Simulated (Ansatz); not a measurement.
**C2H6GeO: up Jacob's ladder to CCSD(T)**

An exercise on one series of results from a longer session: the logs are not shown, and one member is left open.

Program: Ansatz 0.2.0, Gaussian basis. Level of theory: functionals in def2-TZVPP, the program's frozen cores in correlated methods. These are calculated values, not measurements.

Levels to be run: PBE-D4, r2SCAN-D4, PBE0-D4, B3LYP-D4, ωB97X-V, ωB97M-V, B2PLYP; CCSD(T)/def2-TZVPP; MP2/def2-QZVPP; extrapolation to the limit.

## Structure used throughout

All runs share one geometry, relaxed beforehand with PBE0-D4 in a triple-zeta def2 set.

SMILES `[CH2]1O[CH2][GeH2]1`, 10 atoms, charge 0, spin multiplicity 1.

Atoms are counted from 1 here; the program's logs count them from 0.

Bond lengths: C1–O2 1.432 Å, C1–Ge4 1.980 Å, C1–H5 1.094 Å, C1–H6 1.094 Å, O2–C3 1.432 Å, C3–Ge4 1.980 Å, C3–H7 1.094 Å, C3–H8 1.094 Å, Ge4–H9 1.539 Å, Ge4–H10 1.539 Å. Angles: O2–C1–Ge4 91.5°, O2–C1–H5 111.1°, O2–C1–H6 111.1°, Ge4–C1–H5 116.4°, Ge4–C1–H6 116.4°, H5–C1–H6 109.0°, C1–O2–C3 106.3°, O2–C3–Ge4 91.5°, O2–C3–H7 111.1°, O2–C3–H8 111.1°, Ge4–C3–H7 116.4°, Ge4–C3–H8 116.4°, H7–C3–H8 109.0°, C1–Ge4–C3 70.7°, C1–Ge4–H9 118.1°, C1–Ge4–H10 118.1°, C3–Ge4–H9 118.1°, C3–Ge4–H10 118.1° and more.

The first run:

File in.yaml:

```yaml
crystal:
  periodic: [false, false, false]
  atoms:
    - {symbol: C, position_ang: [-0.976283, 0.508044, -0.584345]}
    - {symbol: O, position_ang: [-0.800036, -0.912084, -0.635627]}
    - {symbol: C, position_ang: [0.388567, -1.195813, 0.110819]}
    - {symbol: Ge, position_ang: [0.659394, 0.724737, 0.510877]}
    - {symbol: H, position_ang: [-0.952493, 0.944825, -1.586937]}
    - {symbol: H, position_ang: [-1.922667, 0.770950, -0.102861]}
    - {symbol: H, position_ang: [1.144913, -1.673551, -0.518657]}
    - {symbol: H, position_ang: [0.172768, -1.844962, 0.964414]}
    - {symbol: H, position_ang: [0.500456, 1.192083, 1.968334]}
    - {symbol: H, position_ang: [1.868481, 1.434571, -0.123219]}
basis:
  gaussian: {orbitals: def2-TZVPP}
hamiltonian: {xc: pbe, dispersion: d4}
output: {forces: true, orbitals: {seedname: orbitals}}
```

Started as:

```console
> ansatz run in.yaml --threads 4 --pin off --events-out ev --progress --plain --max-ram 10444MiB
```

Among the steps run: PBE-D4 (GGA); r2SCAN-D4 (meta-GGA); PBE0-D4 (hybrid); B3LYP-D4 (hybrid); ωB97X-V (range-separated); ωB97M-V (range-separated); B2PLYP (double hybrid); CCSD(T) in def2-TZVPP; MP2 in def2-QZVPP.

One table of the session follows, with a row left open; its other results are not shown here.

It belongs to the step «Atomisation energies». 

```
            method  atomisation energy (eV)
            PBE-D4                   36.782
         r2SCAN-D4                   36.150
           PBE0-D4                        ?
          B3LYP-D4                   35.906
           ωB97X-V                   36.237
           ωB97M-V                   36.043
            B2PLYP                   35.596
     HF/def2-TZVPP                   25.400
    MP2/def2-TZVPP                   35.723
   CCSD/def2-TZVPP                   34.727
CCSD(T)/def2-TZVPP                   35.305
           MP2/CBS                   36.560
       CCSD(T)/CBS                   36.142
```

**Question.** Estimate the row for PBE0-D4.

The run gave: atomisation energy (eV): 36.099. In the column «atomisation energy (eV)» it lies between ωB97M-V (36.043) and CCSD(T)/CBS (36.142).
